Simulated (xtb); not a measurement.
# CH4BNO (SMILES OB1CN1): GFN1-xTB (GBSA toluene, surface grid normal)

Wanted: a geometry optimisation of CH4BNO. 

Program for the calculation: xtb 6.7.1.

3 further runs of the same task are left out: 3 set aside as unsound or not needed.

### Step 1. Starting point

CH4BNO: 8 atoms, total charge 0, spin state singlet. SMILES: `OB1CN1`. The shape was relaxed beforehand at GFN1-xTB. This is one conformer, not always the lowest. The run starts from this shape.

Bond lengths: O1–B2 1.345 Å, B2–C3 1.530 Å, B2–N4 1.382 Å, C3–N4 1.507 Å, O1–H5 0.959 Å, C3–H6 1.090 Å, C3–H7 1.088 Å, N4–H8 1.001 Å. Some angles: O1–B2–C3 155.1°, O1–B2–N4 142.5°, C3–B2–N4 62.1°, B2–C3–N4 54.1°, B2–N4–C3 63.8°, B2–O1–H5 116.6°, B2–C3–H6 121.0°, B2–C3–H7 125.0°, N4–C3–H6 115.0°, N4–C3–H7 112.9°.

### Step 2. A structure relaxation at GFN1-xTB (GBSA toluene, surface grid normal)

xcontrol

```
$gbsa
   gbsagrid=normal
$end
```

input.xyz

```xyz
8
start
O     -1.26791100     0.92139500    -1.14702600
B     -0.44975900     0.20298000    -0.35735400
C      0.72222400    -0.00425600     0.60385700
N     -0.30363600    -1.04117500     0.22593500
H     -1.08285900     1.85988600    -1.21574800
H      1.72813200    -0.19314300     0.22988200
H      0.70957200     0.23813400     1.66412900
H     -0.05577400    -1.98383100    -0.00368400
```

Command:

```sh
$ xtb input.xyz --chrg 0 --gfn 1 --opt -I xcontrol --gbsa toluene -P 1 > input.out 2> xtb.err
```

Q: Predict the results. Wanted: total energy at the end; dipole moment; HOMO energy; LUMO energy; HOMO–LUMO gap; dispersion energy; solvent term in the energy.

Answer, from the run:

Level: GFN1-xTB (GBSA toluene, surface grid normal).

| quantity | value |
| --- | --- |
| total energy at the end | -13.59559 Eh |
| dipole moment | 2.54 D |
| HOMO energy | -10.86 eV |
| LUMO energy | -5.11 eV |
| HOMO–LUMO gap | 5.75 eV |
| dispersion energy | -4.43 kJ/mol |
| solvent term in the energy | -27.3 kJ/mol |

**Reading.** At the final geometry: Bond lengths: O1–B2 1.345 Å, B2–C3 1.525 Å, B2–N4 1.392 Å, C3–N4 1.512 Å, O1–H5 0.960 Å, C3–H6 1.088 Å, C3–H7 1.087 Å, N4–H8 1.002 Å. Some angles: O1–B2–C3 155.7°, O1–B2–N4 141.6°, C3–B2–N4 62.2°, B2–C3–N4 54.6°, B2–N4–C3 63.2°, B2–O1–H5 116.7°, B2–C3–H6 120.9°, B2–C3–H7 124.9°, N4–C3–H6 114.8°, N4–C3–H7 112.9°. The optimisation took 8 steps and changed the energy by -0.003 eV. Mulliken charges run from -0.56 on O1 to +0.47 on B2.
